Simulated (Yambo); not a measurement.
# MgO (Fm-3m) in Yambo: notebook

One crystal, MgO, is run at these levels: PBEsol; tasks: optical spectrum.

Program: Yambo 5.3.0. These are calculated values, not measurements. Logs are shortened: lines on timing, memory, paths and dates and some standing lists are left out, and cuts for length are marked.

**Experimental background.**

From “Electronic structure of alkaline earth and post-transition metal oxides”, 2009, arxiv:0908.1581, for a bulk crystal of MgO: band gap 7.83 eV.

The runs below are set against these values where they give the same quantity.

### Step 1. The crystal as given

Symmetry: Fm-3m, No. 225, cubic system. Conventional cell: a = 4.194 Å, b = 4.194 Å, c = 4.194 Å, α = 90.00°, β = 90.00°, γ = 90.00°. Mg (site symmetry m-3m) is surrounded by 6 O at 2.10 Å. O (site symmetry m-3m) has 6 Mg at 2.10 Å as nearest neighbours.

The cell is a database's computed one.

### Step 2. Optical spectrum, PBEsol

Contents of optics4.in:

```
optics
chi
Chimod= "HARTREE"
% BndsRnXd
 1 | 38 |
%
NGsBlkXd= 1 Ry
% LongDrXd
 1 | 0 | 0 |
%
% QpntsRXd
 1 | 1 |
%
% EnRngeXd
 0 | 20 | eV
%
% DmRngeXd
 0.1 | 0.1 | eV
%
ETStpsXd= 150
```

Contents of scf.in:

```
&CONTROL
  calculation = 'scf'
  prefix = 'pwscf'
  outdir = './tmp'
  pseudo_dir = './pseudo'
/
&SYSTEM
  ibrav = 0
  nat = 2
  ntyp = 2
  ecutwfc = 84
  nbnd = 14
  occupations = 'smearing'
  smearing = 'fd'
  degauss = 0.00367493
  force_symmorphic = .true.
/
&ELECTRONS
  conv_thr = 4d-10
  electron_maxstep = 120
  mixing_beta = 0.5
/
ATOMIC_SPECIES
Mg    24.3050 Mg.upf
O     15.9990 O.upf
CELL_PARAMETERS angstrom
   0.0000000000    2.0970013927    2.0970013927
   2.0970013927    0.0000000000    2.0970013927
   2.0970013927    2.0970013927    0.0000000000
ATOMIC_POSITIONS crystal
Mg     0.0000000000    0.0000000000    0.0000000000
O      0.5000000000    0.5000000000    0.5000000000
K_POINTS automatic
20 20 20 0 0 0
```

Contents of nscf.in:

```
&CONTROL
  calculation = 'nscf'
  prefix = 'pwscf'
  outdir = './tmp'
  pseudo_dir = './pseudo'
/
&SYSTEM
  ibrav = 0
  nat = 2
  ntyp = 2
  ecutwfc = 84
  nbnd = 38
  occupations = 'fixed'
  force_symmorphic = .true.
/
&ELECTRONS
  conv_thr = 1d-08
  diago_full_acc = .true.
  diago_thr_init = 1d-06
/
ATOMIC_SPECIES
Mg    24.3050 Mg.upf
O     15.9990 O.upf
CELL_PARAMETERS angstrom
   0.0000000000    2.0970013927    2.0970013927
   2.0970013927    0.0000000000    2.0970013927
   2.0970013927    2.0970013927    0.0000000000
ATOMIC_POSITIONS crystal
Mg     0.0000000000    0.0000000000    0.0000000000
O      0.5000000000    0.5000000000    0.5000000000
K_POINTS automatic
20 20 20 0 0 0
```

Potentials or basis: PseudoDojo 0.4.1 SR PBEsol standard.

Command:

```
$ OMP_NUM_THREADS=1 pw.x -in scf.in > scf.out
$ OMP_NUM_THREADS=1 pw.x -in nscf.in > nscf.out
$ cd tmp/pwscf.save; p2y; mv SAVE ../..; cd ../..
$ OMP_NUM_THREADS=1 yambo
$ OMP_NUM_THREADS=1 yambo -F optics4.in -J optics4 -C optics4_out
```

Yambo's report:

```text
[... sections 02.01 to 02.04 as in the set-up run ...]

  [02.05] Energies & Occupations
  ==============================

  [X] === General ===
  [X] Electronic Temperature                        :  0.000000  0.000000 [eV K]
  [X] Bosonic    Temperature                        :  0.000000  0.000000 [eV K]
  [X] Finite Temperature mode                       : no
  [X] El. density                                   :  0.86755E+24 [cm-3]
  [X] Fermi Level                                   :  8.095656 [eV]

  [X] === Gaps and Widths ===
  [X] Conduction Band Min                           :  4.790729 [eV]
  [X] Valence Band Max                              :  0.000000 [eV]
  [X] Filled Bands                                  :   8
  [X] Empty Bands                                   :    9   38
  [X] Direct Gap                                    :  4.790729 [eV]
  [X] Direct Gap localized at k                     :  1
  [X] Indirect Gap                                  :  4.790729 [eV]
  [X] Indirect Gap between kpts                     :  1  1
  [X] Last valence band width                       :  1.803592 [eV]
  [X] 1st conduction band width                     :  6.827879 [eV]

 [03] Transferred momenta grid and indexing
 ==========================================

 IBZ Q-points                                      :  256
 BZ  Q-points                                      :   8000

 K/Q-points units:
 rlu = crystal or reduced units; cc = cartesian coordinates; iku = interal k-units

 Q [  1]        [rlu]:  0.000000  0.000000  0.000000
 Q [  2]        [rlu]: -0.17084E-17 -0.17084E-17  0.50000E-01
 Q [  3]        [rlu]: -0.34168E-17 -0.34168E-17  0.10000
 Q [  4]        [rlu]: -0.13397E-17 -0.13397E-17  0.15000
 Q [  5]        [rlu]: -0.32061E-17 -0.32061E-17  0.20000
 Q [  6]        [rlu]: -0.65702E-17 -0.65702E-17  0.25000
[... 42 lines left out ...]
 Q [ 49]        [rlu]: -0.95952E-18  0.15000      0.20000
 Q [ 50]        [rlu]: -0.16030E-17  0.15000      0.25000

 Remaining 206 points informations can be written running with -fatlog

 [04] Dipoles
 ============

  [04.01] Setup: observables and procedures
  =========================================

  [WF-Oscillators/G space/Transverse up loader] Normalization (few states)  min/max  :  0.14873E-16   1.0000

  [WR./optics4//ndb.dipoles]------------------------------------------------------
   Brillouin Zone Q/K grids (IBZ/BZ)                :    256   8000    256   8000
   RL vectors                                       :  2229 [WF]
   Fragmentation                                    : yes
   Electronic Temperature                           :  0.000000 [K]
   Bosonic    Temperature                           :  0.000000 [K]
   DIP band range                                   :    1   38
   DIP band range limits                            :   8   9
   DIP e/h energy range                             : -1.000000 -1.000000 [eV]
   RL vectors in the sum                            :  2229
   [r,Vnl] included                                 : yes
   Bands ordered                                    : yes
   Direct v evaluation                              : no
   Approach used                                    : G-space v
   Dipoles computed                                 : R V P [G-space]
   Wavefunctions                                    : Perdew, Burke & Ernzerhof SOL(X)+Perdew, Burke & Ernzerhof SOL(C)

  [WARNING] [r,Vnl^pseudo] included in position and velocity dipoles.

  [WARNING] In case H contains other non local terms, these are neglected

 [05] Optics
 ===========

 [X-CG] R(p) Tot o/o(of R):    51204  1920000      100
```

Wall time 94 s (1 thread of Intel Xeon 6975P-C (Granite Rapids), shared host); peak memory 1.6 GiB.

Results:

```yaml
Band_gap_on_the_k_mesh_mean-field_level: 4.79 eV, direct
Absorption_peak: 11.14 eV
Electronic_dielectric_constant_along_the_field: 3.16
Electronic_dielectric_constant_along_the_field_independent_particles: 3.27
```

Dielectric function (along the field direction of the input):
| energy (eV) | real part | imaginary part |
| --- | --- | --- |
| 0.27 | 3.16 | 0.02 |
| 0.94 | 3.17 | 0.02 |
| 1.61 | 3.21 | 0.02 |
| 2.28 | 3.27 | 0.02 |
| 2.95 | 3.37 | 0.03 |
| 3.62 | 3.51 | 0.04 |
| 4.30 | 3.74 | 0.06 |
| 4.97 | 4.23 | 0.45 |
| 5.64 | 4.10 | 0.60 |
| 6.31 | 4.14 | 0.98 |
| 6.98 | 4.08 | 1.22 |
| 7.65 | 4.38 | 1.59 |
| 8.32 | 4.72 | 2.74 |
| 8.99 | 3.52 | 3.59 |
| 9.66 | 2.85 | 2.63 |
| 10.47 | 3.95 | 3.04 |
| 11.14 | 1.83 | 5.12 |
| 11.81 | 0.43 | 3.11 |
| 12.48 | 0.57 | 2.61 |
| 13.15 | 0.37 | 2.20 |
| 13.83 | 1.15 | 1.62 |
| 14.50 | 1.33 | 1.98 |
| 15.17 | 1.31 | 2.23 |
| 15.84 | 0.63 | 2.39 |
| 16.51 | 0.53 | 2.41 |
| 17.18 | 0.25 | 2.18 |
| 17.85 | 0.47 | 2.06 |
| 18.52 | -0.70 | 2.18 |
| 19.19 | -0.57 | 1.27 |
| 20.00 | -0.22 | 0.82 |

Caveat: these spectra lack excitons.

### Step 3. Optical spectrum, PBEsol

Contents of optics5.in:

```
optics
chi
tddft
Chimod= "LRC"
% BndsRnXd
 1 | 38 |
%
NGsBlkXd= 3 Ry
% LongDrXd
 1 | 1 | 0 |
%
% QpntsRXd
 1 | 1 |
%
% EnRngeXd
 0 | 20 | eV
%
% DmRngeXd
 0.05 | 0.05 | eV
%
ETStpsXd= 200
LRC_alpha= -0.2
```

scf.in is that of step 2.

nscf.in is that of step 2.

Potentials or basis: PseudoDojo 0.4.1 SR PBEsol standard.

Command:

```
$ OMP_NUM_THREADS=1 pw.x -in scf.in > scf.out
$ OMP_NUM_THREADS=1 pw.x -in nscf.in > nscf.out
$ cd tmp/pwscf.save; p2y; mv SAVE ../..; cd ../..
$ OMP_NUM_THREADS=1 yambo
$ OMP_NUM_THREADS=1 yambo -F optics5.in -J optics5 -C optics5_out
```

Yambo's report:

```text
[... sections 02.01 to 02.04 as in the set-up run ...]

  [02.05] Energies & Occupations
  ==============================

  [X] === General ===
  [X] Electronic Temperature                        :  0.000000  0.000000 [eV K]
  [X] Bosonic    Temperature                        :  0.000000  0.000000 [eV K]
  [X] Finite Temperature mode                       : no
  [X] El. density                                   :  0.86755E+24 [cm-3]
  [X] Fermi Level                                   :  8.095656 [eV]

  [X] === Gaps and Widths ===
  [X] Conduction Band Min                           :  4.790729 [eV]
  [X] Valence Band Max                              :  0.000000 [eV]
  [X] Filled Bands                                  :   8
  [X] Empty Bands                                   :    9   38
  [X] Direct Gap                                    :  4.790729 [eV]
  [X] Direct Gap localized at k                     :  1
  [X] Indirect Gap                                  :  4.790729 [eV]
  [X] Indirect Gap between kpts                     :  1  1
  [X] Last valence band width                       :  1.803592 [eV]
  [X] 1st conduction band width                     :  6.827879 [eV]

 [03] Transferred momenta grid and indexing
 ==========================================

 IBZ Q-points                                      :  256
 BZ  Q-points                                      :   8000

 K/Q-points units:
 rlu = crystal or reduced units; cc = cartesian coordinates; iku = interal k-units

 Q [  1]        [rlu]:  0.000000  0.000000  0.000000
 Q [  2]        [rlu]: -0.17084E-17 -0.17084E-17  0.50000E-01
 Q [  3]        [rlu]: -0.34168E-17 -0.34168E-17  0.10000
 Q [  4]        [rlu]: -0.13397E-17 -0.13397E-17  0.15000
 Q [  5]        [rlu]: -0.32061E-17 -0.32061E-17  0.20000
 Q [  6]        [rlu]: -0.65702E-17 -0.65702E-17  0.25000
[... 42 lines left out ...]
 Q [ 49]        [rlu]: -0.95952E-18  0.15000      0.20000
 Q [ 50]        [rlu]: -0.16030E-17  0.15000      0.25000

 Remaining 206 points informations can be written running with -fatlog

 [04] Dipoles
 ============

  [04.01] Setup: observables and procedures
  =========================================

  [WF-Oscillators/G space/Transverse up loader] Normalization (few states)  min/max  :  0.14873E-16   1.0000

  [WR./optics5//ndb.dipoles]------------------------------------------------------
   Brillouin Zone Q/K grids (IBZ/BZ)                :    256   8000    256   8000
   RL vectors                                       :  2229 [WF]
   Fragmentation                                    : yes
   Electronic Temperature                           :  0.000000 [K]
   Bosonic    Temperature                           :  0.000000 [K]
   DIP band range                                   :    1   38
   DIP band range limits                            :   8   9
   DIP e/h energy range                             : -1.000000 -1.000000 [eV]
   RL vectors in the sum                            :  2229
   [r,Vnl] included                                 : yes
   Bands ordered                                    : yes
   Direct v evaluation                              : no
   Approach used                                    : G-space v
   Dipoles computed                                 : R V P [G-space]
   Wavefunctions                                    : Perdew, Burke & Ernzerhof SOL(X)+Perdew, Burke & Ernzerhof SOL(C)

  [WARNING] [r,Vnl^pseudo] included in position and velocity dipoles.

  [WARNING] In case H contains other non local terms, these are neglected

 [05] Optics
 ===========

 [X-CG] R(p) Tot o/o(of R):    51204  1920000      100
```

o-optics5.eps_q1_inv_LRC_dyson:

```text
# Absorption @ Q(1):  0.707106781     0.707106781      0.00000000    [q->0 direction]
#
# [ X ] Hartree size                              :  27
# [GEN] GF Energies                               : Perdew, Burke & Ernzerhof SOL(X)+Perdew, Burke & Ernzerhof SOL(C)
# [GEN] Green`s Function                          : T-ordered
#
# [GEN] Gauge                                     : Length
# [GEN] [r,Vnl] included                          : yes
#
#    E[1] [eV]          Im(eps)            Re(eps)            Im(eps_o)          Re(eps_o)
#
        0.000000           0.009935           3.184109           0.010121           3.269074
        0.100503           0.009938           3.184325           0.010125           3.269287
        0.201005           0.009950           3.184974           0.010136           3.269927
        0.301508           0.009970           3.186058           0.010155           3.270994
        0.402010           0.009998           3.187579           0.010182           3.272490
        0.502513           0.010034           3.189539           0.010216           3.274419
[... 192 lines left out ...]
        19.89950           0.843656          -0.151157           0.776794          -0.275756
        20.00000           0.751091          -0.255483           0.671720          -0.345956
#
```

Run time: 1.7 min. Hardware: 1 thread of Intel Xeon 6975P-C (Granite Rapids), shared host; peak memory 1.6 GiB.

Results:

```yaml
Band_gap_on_the_k_mesh_mean-field_level: 4.79 eV, direct
Absorption_peak: 11.16 eV
Electronic_dielectric_constant_along_the_field: 3.18
Electronic_dielectric_constant_along_the_field_independent_particles: 3.27
```

Dielectric function (along the field direction of the input):
```tsv
energy (eV)	real part	imaginary part
0.30	3.19	0.01
1.31	3.22	0.01
2.31	3.31	0.01
3.32	3.48	0.02
4.42	3.88	0.04
5.43	4.70	1.01
6.43	4.62	0.99
7.54	4.39	1.06
8.54	5.51	3.46
9.55	2.40	3.18
10.65	3.20	5.44
11.66	0.28	3.97
12.66	0.69	2.13
13.77	0.99	1.52
14.77	1.50	2.14
15.78	0.28	2.54
16.88	0.12	2.34
17.89	0.50	1.95
18.89	-0.59	1.27
20.00	-0.26	0.75
```

Caveat: the long-range kernel's strength is typed, not fitted to the crystal's screening; independent-particle spectra lack excitons. PBEsol gaps usually lie below the measured ones, often by a third to a half.

### Step 4. Optical spectrum, PBEsol

Contents of optics6.in:

```
optics
chi
Chimod= "IP"
% BndsRnXd
 1 | 38 |
%
% LongDrXd
 1 | 1 | 0 |
%
% QpntsRXd
 1 | 1 |
%
% EnRngeXd
 0 | 20 | eV
%
% DmRngeXd
 0.1 | 0.1 | eV
%
ETStpsXd= 300
```

scf.in is that of step 3.

nscf.in is that of step 3.

Potentials or basis: PseudoDojo 0.4.1 SR PBEsol standard.

Command:

```
$ OMP_NUM_THREADS=1 pw.x -in scf.in > scf.out
$ OMP_NUM_THREADS=1 pw.x -in nscf.in > nscf.out
$ cd tmp/pwscf.save; p2y; mv SAVE ../..; cd ../..
$ OMP_NUM_THREADS=1 yambo
$ mv SAVE/ns.kb_pp_pwscf SAVE/ns.kb_pp_pwscf_off
$ OMP_NUM_THREADS=1 yambo -F optics6.in -J optics6 -C optics6_out
```

Yambo's report:

```text
[... sections 02.01 to 02.04 as in the set-up run ...]

  [02.05] Energies & Occupations
  ==============================

  [X] === General ===
  [X] Electronic Temperature                        :  0.000000  0.000000 [eV K]
  [X] Bosonic    Temperature                        :  0.000000  0.000000 [eV K]
  [X] Finite Temperature mode                       : no
  [X] El. density                                   :  0.86755E+24 [cm-3]
  [X] Fermi Level                                   :  8.095656 [eV]

  [X] === Gaps and Widths ===
  [X] Conduction Band Min                           :  4.790729 [eV]
  [X] Valence Band Max                              :  0.000000 [eV]
  [X] Filled Bands                                  :   8
  [X] Empty Bands                                   :    9   38
  [X] Direct Gap                                    :  4.790729 [eV]
  [X] Direct Gap localized at k                     :  1
  [X] Indirect Gap                                  :  4.790729 [eV]
  [X] Indirect Gap between kpts                     :  1  1
  [X] Last valence band width                       :  1.803592 [eV]
  [X] 1st conduction band width                     :  6.827879 [eV]

 [03] Transferred momenta grid and indexing
 ==========================================

 IBZ Q-points                                      :  256
 BZ  Q-points                                      :   8000

 K/Q-points units:
 rlu = crystal or reduced units; cc = cartesian coordinates; iku = interal k-units

 Q [  1]        [rlu]:  0.000000  0.000000  0.000000
 Q [  2]        [rlu]: -0.17084E-17 -0.17084E-17  0.50000E-01
 Q [  3]        [rlu]: -0.34168E-17 -0.34168E-17  0.10000
 Q [  4]        [rlu]: -0.13397E-17 -0.13397E-17  0.15000
 Q [  5]        [rlu]: -0.32061E-17 -0.32061E-17  0.20000
 Q [  6]        [rlu]: -0.65702E-17 -0.65702E-17  0.25000
[... 42 lines left out ...]
 Q [ 49]        [rlu]: -0.95952E-18  0.15000      0.20000
 Q [ 50]        [rlu]: -0.16030E-17  0.15000      0.25000

 Remaining 206 points informations can be written running with -fatlog

 [04] Dipoles
 ============

  [04.01] Setup: observables and procedures
  =========================================

  [WF-Oscillators/G space/Transverse up loader] Normalization (few states)  min/max  :  0.14873E-16   1.0000

  [WR./optics6//ndb.dipoles]------------------------------------------------------
   Brillouin Zone Q/K grids (IBZ/BZ)                :    256   8000    256   8000
   RL vectors                                       :  2229 [WF]
   Fragmentation                                    : yes
   Electronic Temperature                           :  0.000000 [K]
   Bosonic    Temperature                           :  0.000000 [K]
   DIP band range                                   :    1   38
   DIP band range limits                            :   8   9
   DIP e/h energy range                             : -1.000000 -1.000000 [eV]
   RL vectors in the sum                            :  2229
   [r,Vnl] included                                 : no
   Bands ordered                                    : yes
   Direct v evaluation                              : no
   Approach used                                    : G-space v
   Dipoles computed                                 : R V P [G-space]
   Wavefunctions                                    : Perdew, Burke & Ernzerhof SOL(X)+Perdew, Burke & Ernzerhof SOL(C)

  [WARNING] [r,Vnl^pseudo] not included in position and velocity dipoles

  [WARNING] In case H contains other non local terms, also these are neglected

 [05] Optics
 ===========

 [X-CG] R(p) Tot o/o(of R):    51204  1920000      100
```

Wall time 88 s (1 thread of Intel Xeon 6975P-C (Granite Rapids), shared host); peak memory 0.45 GiB.

Results:

| Property | Result |
| --- | --- |
| Band gap on the k mesh, mean-field level | 4.79 eV, direct |
| Absorption peak | 11.17 eV |
| Electronic dielectric constant along the field | 4.14 |

Dielectric function (along the field direction of the input):
```tsv
energy (eV)	real part	imaginary part
0.27	4.14	0.03
0.94	4.17	0.03
1.61	4.23	0.03
2.27	4.34	0.04
2.94	4.50	0.05
3.61	4.75	0.06
4.35	5.25	0.12
5.02	6.02	1.08
5.69	5.97	1.31
6.35	5.65	1.95
7.02	5.45	2.29
7.69	5.74	3.01
8.43	5.68	4.70
9.10	2.94	5.77
9.77	3.55	4.39
10.43	3.85	4.58
11.10	1.38	7.13
11.77	-0.81	4.51
12.51	-0.34	3.28
13.18	-0.26	2.65
13.85	0.92	2.31
14.52	0.87	2.82
15.18	0.85	3.44
15.85	-0.51	3.02
16.59	-0.57	2.68
17.26	-0.70	2.24
17.93	-0.51	2.57
18.60	-1.55	1.49
19.26	-0.98	0.88
20.00	-0.55	0.69
```

Caveat: independent-particle spectra lack excitons. A k mesh can miss the band edges.

[end of part 1 of 2]
